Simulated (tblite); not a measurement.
# B3H6N3O2Si: the cost of one run

Programs: tblite 0.8.0 and PySCF 2.14.0. All values are calculated, for the isolated system unless a continuum is named. Atoms count from 0, parts from 1.

### 1 Starting point

15 atoms, charge 0, multiplicity 1; geometry: distance geometry start.

### 2 Relaxing the cluster with GFN2-xTB

Job settings and geometry (Å):

```
{"job": {"kind": "relax", "xc": "GFN2-xTB", "basis": "xTB"}, "charge": 0, "multiplicity": 1}
B      0.440529     0.675069    -0.071149
N     -0.821725     1.459775    -0.470379
B     -2.008919     0.788000     0.269540
N     -1.777730    -0.604982     0.806571
B     -0.924639    -1.347105    -0.246505
N      0.487894    -0.775252    -0.521413
O      1.368445    -1.541843     0.081091
Si     2.452319    -0.774003     1.141063
O      3.685027    -0.009656     0.240370
H      1.156513     1.198907     0.705033
H     -0.778471     2.435373    -0.149178
H     -3.125569     1.157782     0.072251
H     -2.662964    -1.079084     1.000902
H     -0.970119    -2.536458    -0.168247
H      3.494834     0.959292     0.316134
```

Method: GFN2-xTB geometry optimisation, gas phase.

Started as:

```bash
$ OMP_NUM_THREADS=1 python cluster_run.py task.json out
```

This one command runs all jobs of the session in turn.

**Question.** How long does this first job take on 1 thread of Intel Xeon Platinum 8488C, shared host?

About 3.8 s.
